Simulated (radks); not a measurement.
# Excited configurations of Pm

The task here is to estimate one member of a computed series from the others.

Method: scalar-relativistic Kohn-Sham, SCAN, spin-unpolarised, spherical densities, finite nucleus. Code: radks (a radial shooting solver on a logarithmic mesh, Libxc functionals) version 1.

### Starting point

* element: promethium (Z = 61)
* charge: 0
* electrons: 61
* configuration: [Xe] 4f5 6s2
* nuclear rms radius: 4.962 fm

The outer shells:

Pm
```
[Xe] core
4f [↑ ][↑ ][↑ ][↑ ][↑ ][  ][  ]
6s [↑↓]
```

Set-up of the first run:

Input:

```text
Z 61
configuration [Xe] 4f5 6s2
relativity scalar-relativistic
functional scan,scan
spin unpolarised
nucleus finite rms 4.962 fm
c 137.035999084
```

Steps of the session up to this table: Ground configuration: [Xe] 4f5 6s2.

One of the session's tables, all rows but one given; the rest of the session is left out.

It belongs to the step «Ground configuration: [Xe] 4f5 6s2». Sizes of the orbitals, from the radial functions (bohr):

| level | <r> | outermost maximum (interpolated) | 90 % within | nodes |
| --- | --- | --- | --- | --- |
| 3d | ? | ? | ? | ? |
| 4s | 0.5929 | 0.552 | 0.851 | 3 |
| 4p | 0.6277 | 0.576 | 0.913 | 2 |
| 4d | 0.6889 | 0.603 | 1.04 | 1 |
| 5s | 1.442 | 1.29 | 2.08 | 4 |
| 5p | 1.692 | 1.47 | 2.49 | 3 |
| 6s | 4.400 | 3.72 | 6.47 | 5 |
| 4f | 1.069 | 0.636 | 1.90 | 0 |

Estimate the missing values for 3d.

As computed: <r>: 0.2363; outermost maximum (interpolated): 0.192; 90 % within: 0.369; nodes: 0. In the column «<r>» it is the lowest.

To keep in mind: Spin polarisation and multiplet splitting are left out, so open shells lie too high by an amount that depends on their filling.
